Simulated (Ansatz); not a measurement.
# Nudged elastic band run: CuSi16, charge +1

Input file:

```yaml
crystal:
  lattice:
    - [0.0, 5.43, 5.43]
    - [5.43, 0.0, 5.43]
    - [5.43, 5.43, 0.0]
  atoms:
    - { symbol: Si, position: [0.00595428, 0.00551625, -0.02051484] }
    - { symbol: Si, position: [0.12680769, 0.12636274, 0.11167666] }
    - { symbol: Si, position: [-0.01433439, -0.01472921, 0.48592674] }
    - { symbol: Si, position: [0.10988003, 0.10983054, 0.60969305] }
    - { symbol: Si, position: [0.004527, 0.4994386, 0.00028308] }
    - { symbol: Si, position: [0.1354154, 0.62045082, 0.12077862] }
    - { symbol: Si, position: [0.00578082, 0.47948585, 0.50605908] }
    - { symbol: Si, position: [0.12688369, 0.6111516, 0.62714217] }
    - { symbol: Si, position: [0.49990139, 0.00395633, 0.00024734] }
    - { symbol: Si, position: [0.62075404, 0.13492101, 0.12080978] }
    - { symbol: Si, position: [0.47959675, 0.00540938, 0.50612703] }
    - { symbol: Si, position: [0.61148506, 0.12641083, 0.62711374] }
    - { symbol: Si, position: [0.50772851, 0.50717842, 0.00809251] }
    - { symbol: Si, position: [0.63141321, 0.63086804, 0.13171565] }
    - { symbol: Si, position: [0.49999136, 0.49949316, 0.50485078] }
    - { symbol: Si, position: [0.62064959, 0.62037559, 0.63571512] }
    - { symbol: Cu, position: [0.84245935, 0.84230373, 0.34244879] }
total_charge: 1
basis:
  ecutwfc: 420.0
kpoints:
  mp_grid: { grid: [2, 2, 2] }
hamiltonian:
  xc: pbesol
  pseudopotentials: { kind: paw, azcp: { folder: soft_1 } }
scf:
  occupations: { method: fermi_dirac, width: 0.05 }
  lower_state_search: "off"
neb:
  images: 5
  f_tol: 0.05
  initial_path: idpp
  max_iterations: 24
  optimiser: lbfgs
  final_atoms:
    - { symbol: Si, position: [-0.01352941, -0.01437671, 0.04256503] }
    - { symbol: Si, position: [0.12749756, 0.12679117, 0.13435857] }
    - { symbol: Si, position: [0.00657958, 0.00562217, 0.50817437] }
    - { symbol: Si, position: [0.10994575, 0.11003894, 0.67000964] }
    - { symbol: Si, position: [0.00541188, 0.49993281, -0.00501131] }
    - { symbol: Si, position: [0.12747919, 0.61160672, 0.13436552] }
    - { symbol: Si, position: [0.00666542, 0.47969481, 0.50817909] }
    - { symbol: Si, position: [0.13638861, 0.62056862, 0.62255554] }
    - { symbol: Si, position: [0.50073399, 0.00463521, -0.00492817] }
    - { symbol: Si, position: [0.61231904, 0.12665741, 0.1345945] }
    - { symbol: Si, position: [0.4797759, 0.00605118, 0.50839871] }
    - { symbol: Si, position: [0.62113991, 0.13542379, 0.62265463] }
    - { symbol: Si, position: [0.50071559, 0.49981093, -0.00491959] }
    - { symbol: Si, position: [0.63228319, 0.63156676, 0.10480973] }
    - { symbol: Si, position: [0.50882611, 0.5077137, 0.47605651] }
    - { symbol: Si, position: [0.62121441, 0.62096584, 0.6226705] }
    - { symbol: Cu, position: [0.84259534, 0.8423196, 0.4728731] }
  order_check: false
```

Command:

```bash
$ ansatz run input.yaml --threads 1 --pin off --max-ram 3072MiB --backend cpu --events-out ev --progress --plain --runs-dir out
```

Output, in part (warnings, iteration lines):

```
NEB end point (image 0): max|allowed force component| = 1.237e-2 eV/Å (the criterion of neb.relax_end_points is 1.000e-2)
NEB end point (image 6): max|allowed force component| = 7.572e-3 eV/Å (the criterion of neb.relax_end_points is 1.000e-2)
NEB iter   1: max|band force component| = 3.528e-1 eV/Å  barrier→ = 0.0710 eV  barrier← = 0.0710 eV  CI = image 3  Δτ_max = 0.0056 Å  (70 SCF iters)
NEB iter   2: max|band force component| = 2.977e-1 eV/Å  barrier→ = 0.0614 eV  barrier← = 0.0614 eV  CI = image 3  Δτ_max = 0.0279 Å  (30 SCF iters)
NEB iter   3: max|band force component| = 9.643e-2 eV/Å  barrier→ = 0.0447 eV  barrier← = 0.0447 eV  CI = image 3  Δτ_max = 0.0107 Å  (40 SCF iters)
NEB iter   4: max|band force component| = 5.989e-2 eV/Å  barrier→ = 0.0425 eV  barrier← = 0.0425 eV  CI = image 3  Δτ_max = 0.0302 Å  (28 SCF iters)
NEB iter   5: max|band force component| = 6.763e-2 eV/Å  barrier→ = 0.0397 eV  barrier← = 0.0397 eV  CI = image 3  Δτ_max = 0.0014 Å  (34 SCF iters)
NEB iter   6: max|band force component| = 4.555e-2 eV/Å  barrier→ = 0.0392 eV  barrier← = 0.0393 eV  CI = image 3  Δτ_max = 0.0167 Å  (20 SCF iters)
NEB iter   7: max|band force component| = 4.813e-2 eV/Å  barrier→ = 0.0372 eV  barrier← = 0.0372 eV  CI = image 3  Δτ_max = 0.0367 Å  (6 SCF iters)
NEB iter   8: max|band force component| = 1.002e-1 eV/Å  barrier→ = 0.0346 eV  barrier← = 0.0346 eV  CI = image 3  Δτ_max = 0.0373 Å  (6 SCF iters)
NEB iter   9: max|band force component| = 5.208e-2 eV/Å  barrier→ = 0.0313 eV  barrier← = 0.0313 eV  CI = image 3  Δτ_max = 0.0765 Å  (34 SCF iters)
NEB iter  10: max|band force component| = 7.624e-2 eV/Å  barrier→ = 0.0266 eV  barrier← = 0.0266 eV  CI = image 2  Δτ_max = 0.0382 Å  (37 SCF iters)
NEB iter  11: max|band force component| = 8.564e-2 eV/Å  barrier→ = 0.0234 eV  barrier← = 0.0234 eV  CI = image 4  Δτ_max = 0.0383 Å  (31 SCF iters)
NEB iter  12: max|band force component| = 1.199e-1 eV/Å  barrier→ = 0.0224 eV  barrier← = 0.0224 eV  CI = image 2  Δτ_max = 0.0324 Å  (31 SCF iters)
NEB iter  13: max|band force component| = 2.937e-2 eV/Å  barrier→ = 0.0210 eV  barrier← = 0.0210 eV  CI = image 2  Δτ_max = 0.0000 Å  (30 SCF iters)
```

The forces met the threshold. The band force fell under the threshold earlier too, but the program's further tests of the path sent the band on. The order of the stationary point at the top wasn't checked. Limits of this set-up: coarse k mesh, PAW files made for another functional, charged cell in a uniform background, uncorrected.

Final band:

```
image  path coordinate (Å)  energy (eV)
    0                 0.00        0.000
    1                 0.27        0.011
    2                 0.54        0.021
    3                 0.81        0.019
    4                 1.08        0.021
    5                 1.35        0.011
    6                 1.62        0.000
```

Run time: 7.9 min on 1 thread of Arm Neoverse V2 (shared host), peak memory 0.85 GiB.
